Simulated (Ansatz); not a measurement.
Run this with Ansatz 0.2.0 through its Python package and show what comes out.

The script reads `bh6nsn.xyz`:
```text
9

B    -1.12410    0.55360   -1.30300
Sn    0.59320    0.29910   -0.01340
N     0.03210   -0.85030    1.59540
H    -1.64440   -0.32430   -1.79320
H    -1.56840    1.68210   -1.54850
H     1.18140    1.87160    0.54150
H     1.88320   -0.50870   -0.91250
H    -0.20890   -1.75670    1.22430
H     0.94430   -1.01280    2.19230
```

`run_energy.py`:
```python
'''Single point of BH6NSn.'''

from pathlib import Path
import warnings

import ansatz as az

BASIS = 'x2c-TZVPPall'

warnings.simplefilter('ignore', az.DeckWarning)

mol = az.Crystal.molecule_from_extxyz('bh6nsn.xyz')

base = (
    mol.calculation()
    .basis(gaussian=BASIS)
    .functional(az.LibraryFunctional('wB97'))
    .accuracy('medium')
    .orbitals()
)
outcome = base.run(threads=1, backend='cpu', runs_dir='out')
report = outcome.report

print('reference energy %16.6f eV' % report['reference_energy_ev'])
print('total energy     %16.6f eV' % report['free_energy_ev'])
print('occupied (up, down):', report['n_occupied'], ' virtual:', report['n_virtual'], ' frozen:', report['n_frozen'])

state = report['mean_field']['state']
print(f'mean field: {state["energy"]["hartree"]:.7f} Ha, <S^2> = {abs(state["spin_squared"]):.4f}, stability: {state.get("stability", {}).get("kind")}')

lines = Path(report['orbitals_path']).read_text().splitlines()
field_of = lambda key: [line.split('=')[1].strip() for line in lines if line.startswith(key)]
orbitals = [(27.211386 * float(e), s, float(n)) for e, s, n in zip(field_of('Ene='), field_of('Spin='), field_of('Occup='))]
homo = max(e for e, _, n in orbitals if n > 0.5)
lumo = min(e for e, _, n in orbitals if n < 0.5)
print(f'HOMO {homo:.3f} eV, LUMO {lumo:.3f} eV, gap {lumo - homo:.3f} eV')
```

```console
$ python run_energy.py
reference energy   -170354.722999 eV
total energy       -170354.722999 eV
occupied (up, down): [34, 34]  virtual: [172, 172]  frozen: 0
mean field: -6260.4205996 Ha, <S^2> = 0.0000, stability: minimum
HOMO -10.004 eV, LUMO -0.190 eV, gap 9.814 eV
```

These settings explore the input space; basis and method may be short of convergence. The geometry is a force-field or estimated start, not a minimum of this method, and the basis set is short of its limit. Levels such as HOMO and LUMO are orbital energies: with these approximate functionals they aren't the ionisation energy and electron affinity, and their gap isn't the fundamental gap. Run time: 16 s on 1 thread of Arm Neoverse V2, with other jobs on the host, peak memory 0.43 GiB.

(A comment or docstring line of the script was reworded after the run, the code is as it ran; lines on the test bed's own set-up are left out of the output.)
